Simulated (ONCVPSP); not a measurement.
# Pseudopotential generation for Ge: ONCV, PBE

Do these settings give a usable potential? It is generated, then checked for transferability, scattering, ghosts and hardness.

The numbers are computed with ONCVPSP 4.0.1.1 (patched build) (PBE, scalar-relativistic, spin-unpolarised reference atom).

### 1 Settings

Typed settings, in words:

| Quantity | Value |
| --- | --- |
| element | germanium (Ge, Z = 32) |
| type | optimised norm-conserving Vanderbilt (ONCV) |
| frozen core | [Ar] |
| valence charge | 14 |
| reference configuration | 3d10 4s2 4p2 |
| partial waves | 4s: rc 1.90 bohr, ncon 4, nbas 7, qcut 4.1 1/bohr, 2 projectors, debl 3.3 Ha; 4p: rc 2.50 bohr, ncon 4, nbas 8, qcut 3.3 1/bohr, 2 projectors, debl 3.4 Ha; 3d: rc 0.95 bohr, ncon 5, nbas 9, qcut 16.7 1/bohr, 2 projectors, debl 2.4 Ha |
| local potential | polynomial inside 0.95 bohr (lpopt 5, dvloc0 4 Ha) |
| core correction | not asked for |

### 2 The generation run

File Ge.dat:

```
# ATOM AND REFERENCE CONFIGURATION
# atsym  z   nc   nv     iexc    psfile
  Ge 32.00    5    3        4      upf
#
#   n    l    f
    1    0    2.00
    2    0    2.00
    2    1    6.00
    3    0    2.00
    3    1    6.00
    3    2   10.00
    4    0    2.00
    4    1    2.00
#
# PSEUDOPOTENTIAL AND OPTIMIZATION
# lmax
    2
#
#   l,   rc,      ep,       ncon, nbas, qcut
    0    1.90    0.00    4    7    4.10
    1    2.50    0.00    4    8    3.30
    2    0.95    0.00    5    9   16.70
#
# LOCAL POTENTIAL
# lloc, lpopt,  rc(5),   dvloc0
    4    5    0.95    4.00
#
# VANDERBILT-KLEINMAN-BYLANDER PROJECTORs
# l, nproj, debl
    0    2    3.30
    1    2    3.40
    2    2    2.40
#
# MODEL CORE CHARGE
# icmod, fcfact, rcfact
    0    0.00    0.00
#
# LOG DERIVATIVE ANALYSIS
# epsh1, epsh2, depsh
   -3.00    5.00    0.02
#
# OUTPUT GRID
# rlmax, drl
    6.00    0.01
#
# TEST CONFIGURATIONS
# ncnf
    4
# nvcnf
#   n    l    f
    3
    3    2   10.00
    4    0    2.00
    4    1    1.00
#
    3
    3    2   10.00
    4    0    2.00
    4    1    0.00
#
    3
    3    2   10.00
    4    0    1.00
    4    1    0.00
#
    3
    3    2   10.00
    4    0    1.00
    4    1    3.00
#
```

Command:

```console
$ oncvpsp.x < Ge.dat > Ge.out
```

What does the calculation give? Wanted: cutoffs for 1 and 0.1 mHa per electron, occupied waves; bound ghosts; GHOST(+) flags; largest test error; largest phase difference near zero energy, channels read.

As calculated:

| quantity | value |
| --- | --- |
| cutoffs for 1 and 0.1 mHa per electron, occupied waves | 120 Ha and 133 Ha |
| bound ghosts | none found |
| GHOST(+) flags | s at 51 eV, p at 147 eV |
| largest test error (AE − PS) | -20 meV, for 3d10 4s1 4p0 |
| largest phase difference near zero energy, channels read | 0.001 rad |

**Reading.** The worst unpolarised test, 3d10 4s1 4p0, is off by 20 meV on 57.7 eV; by total energies transferability rates as good. The potential is very hard: the looser tolerance needs 120 Ha. At the looser tolerance the 3d wave is the slowest; 4s needs 8 Ha. No bound ghost shows below the valence levels. Near zero energy the phases of the channels with partial waves agree within 0.001 rad. The program also flags highly localised states, GHOST(+) (s, p).
